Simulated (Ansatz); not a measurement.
**C2H5GeN (SMILES C1=[N][GeH2][CH2]1) at wB97M-V/def2-SVP**

What is the vertical singlet–triplet gap of C2H5GeN at wB97M-V/def2-SVP? 

Program for the calculation: Ansatz 0.2.0.

82 further runs of the same task are left out: 82 set aside as unsound or not needed.

**1. The structure to begin with**

The species is C2H5GeN (9 atoms), meant as a singlet with charge 0. SMILES: `C1=[N][GeH2][CH2]1`. Geometry: relaxed at PBE0-D4/def2-TZVP.

Bond lengths: C1–N2 1.278 Å, N2–Ge3 1.910 Å, C1–C4 1.512 Å, Ge3–C4 1.983 Å, C1–H5 1.098 Å, Ge3–H6 1.538 Å, Ge3–H7 1.538 Å, C4–H8 1.092 Å, C4–H9 1.092 Å. Some angles: C1–N2–Ge3 89.9°, N2–C1–C4 114.8°, N2–Ge3–C4 74.4°, C1–C4–Ge3 80.9°, N2–C1–H5 121.7°, C4–C1–H5 123.5°, N2–Ge3–H6 115.0°, N2–Ge3–H7 115.0°, C4–Ge3–H6 118.6°, C4–Ge3–H7 118.6°.

**2. The energy at wB97M-V/def2-SVP**

input.yaml reads:

```yaml
crystal:
  periodic: [false, false, false]
  atoms:
    - {symbol: C, position_ang: [-0.186800, -0.549700, -1.075100]}
    - {symbol: N, position_ang: [1.035900, -0.182500, -1.141500]}
    - {symbol: Ge, position_ang: [0.903900, 0.560600, 0.613000]}
    - {symbol: C, position_ang: [-0.885400, -0.197100, 0.218500]}
    - {symbol: H, position_ang: [-0.675600, -1.079500, -1.903400]}
    - {symbol: H, position_ang: [1.056500, 2.089100, 0.684100]}
    - {symbol: H, position_ang: [1.776000, -0.127000, 1.676700]}
    - {symbol: H, position_ang: [-1.720500, 0.497400, 0.107000]}
    - {symbol: H, position_ang: [-1.215600, -1.057700, 0.803700]}
basis:
  gaussian:
    orbitals: def2-SVP
hamiltonian:
  xc: {name: wB97M-V}
accuracy: high
output: {orbitals: {seedname: orbitals}}
```

Command:

```
$ ansatz run input.yaml --threads 1 --pin off --max-ram 3480MiB --events-out events.jsonl --progress --plain --runs-dir runs
```

The program printed:

```text
Warning: RAYON_NUM_THREADS=1 ignored (pool sized by the plan → 1); use --threads N
Functional definition: wB97M-V
  name "wB97M-V"
  parameter omega = 0.3/bohr
  parameter cx = 0.15
  parameter cx01 = 1.007
  parameter cx10 = 0.259
  parameter css00 = 0.443
  parameter css04 = -1.437
  parameter css10 = -4.535
  parameter css20 = -3.390
  parameter css43 = 4.278
  parameter cos00 = 1.000
  parameter cos10 = 1.358
  parameter cos20 = 2.924
  parameter cos21 = -8.812
  parameter cos60 = -1.390
  parameter cos61 = 9.142
  parameter b = 6.0
  parameter c = 0.01
  gx(w, u) = 1 - cx + cx01*u + cx10*w
  gss(w, u) = css00 + css04*u^4 + css10*w + css20*w^2 + css43*w^4*u^3
  gos(w, u) = cos00 + cos10*w + (cos20 + cos21*u)*w^2 + (cos60 + cos61*u)*w^6
  exchange = spin_sum(e_x_unif_sr(omega)*gx(b97_w, b97_u_x)) + cx*exact_x_sr(omega) + exact_x_lr(omega)
  correlation = spin_sum(e_c_pw_mod_same_spin*gss(b97_w, b97_u_same))
      + integral(e_c_pw_mod_opposite_spin*gos(b97_w_opposite, b97_u_opposite)) + vv10(b, c)
2271 factors; integrals over basis functions are off by at most 4.6e-9 eV
361 factors; integrals over basis functions are off by at most 2.1e-9 eV
mean field evaluation 1: about -60143.0476 eV, gradient 4.4e1 eV
mean field evaluation 2: about -60143.2158 eV, gradient 4.6e1 eV
mean field evaluation 4: about -60147.4637 eV, gradient 2.5e0 eV
mean field evaluation 8: about -60147.5949 eV, gradient 1.8e-1 eV
mean field evaluation 16: about -60147.5950 eV, gradient 1.3e-4 eV
mean field -60147.59504908 eV, -2210.3833485494 hartree, gradient 4.9e-8 eV, S^2 0.000000; 0 other end points of the search recorded, 0 dependent functions left out
reference -60147.59505342 eV, -2210.3833487091 hartree; 28, 28 occupied and 71, 71 virtual orbitals, 2271 factors
Total energy: -60147.59505342 eV, -2210.3833487091 hartree
```

Run time: 30 s. Hardware: 1 thread of AMD EPYC 9R45 (Zen 5), shared host; peak memory 0.68 GiB.

**3. The triplet at the same level**

in.yaml reads:

```yaml
crystal:
  periodic: [false, false, false]
  atoms:
    - {symbol: C, position_ang: [-0.186800, -0.549700, -1.075100]}
    - {symbol: "N", position_ang: [1.035900, -0.182500, -1.141500]}
    - {symbol: Ge, position_ang: [0.903900, 0.560600, 0.613000]}
    - {symbol: C, position_ang: [-0.885400, -0.197100, 0.218500]}
    - {symbol: H, position_ang: [-0.675600, -1.079500, -1.903400]}
    - {symbol: H, position_ang: [1.056500, 2.089100, 0.684100]}
    - {symbol: H, position_ang: [1.776000, -0.127000, 1.676700]}
    - {symbol: H, position_ang: [-1.720500, 0.497400, 0.107000]}
    - {symbol: H, position_ang: [-1.215600, -1.057700, 0.803700]}
basis:
  gaussian: {orbitals: def2-SVP}
magnetization: {spin_polarized: true, initial_magnetization: 2}
hamiltonian: {xc: {name: wB97M-V}}
accuracy: high
output: {orbitals: {seedname: orbitals}}
```

Command:

```
$ ansatz run in.yaml --threads 1 --pin off --max-ram 3480MiB --events-out events.jsonl --progress --plain --runs-dir runs
```

The program printed, shortened:

```text
Warning: RAYON_NUM_THREADS=1 ignored (pool sized by the plan → 1); use --threads N
[... 2 set-up lines as earlier in the session ...]
[...]
  gx(w, u) = 1 - cx + cx01*u + cx10*w
  gss(w, u) = css00 + css04*u^4 + css10*w + css20*w^2 + css43*w^4*u^3
  gos(w, u) = cos00 + cos10*w + (cos20 + cos21*u)*w^2 + (cos60 + cos61*u)*w^6
[...]
      + integral(e_c_pw_mod_opposite_spin*gos(b97_w_opposite, b97_u_opposite)) + vv10(b, c)
2271 factors; integrals over basis functions are off by at most 4.6e-9 eV
361 factors; integrals over basis functions are off by at most 2.1e-9 eV
[...]
mean field -60143.47812750 eV, -2210.2320544719 hartree, gradient 9.8e-8 eV, S^2 2.006194; 4 other end points of the search recorded, 0 dependent functions left out
reference -60143.47813177 eV, -2210.2320546289 hartree; 29, 27 occupied and 70, 72 virtual orbitals, 2271 factors
Total energy: -60143.47813177 eV, -2210.2320546289 hartree
```

It took 66 s on 1 thread of AMD EPYC 9R45 (Zen 5), shared host; peak memory 1.2 GiB.

**4. Results**

Level: wB97M-V/def2-SVP.

| quantity | value |
| --- | --- |
| singlet: total energy | -2210.38335 Eh |
| singlet: HOMO energy | -9.15 eV |
| singlet: LUMO energy | 2.07 eV |
| singlet: HOMO–LUMO gap | 11.22 eV |
| triplet: total energy | -2210.23205 Eh |
| triplet: HOMO energy (highest over α and β) | -4.90 eV |
| triplet: LUMO energy (lowest over α and β) | -1.71 eV |
| triplet: ⟨S²⟩ | 2.006 |
| vertical energy of the triplet above the singlet | 4.117 eV |

In words: At this shape the triplet lies 4.12 eV (397 kJ/mol) above the singlet.
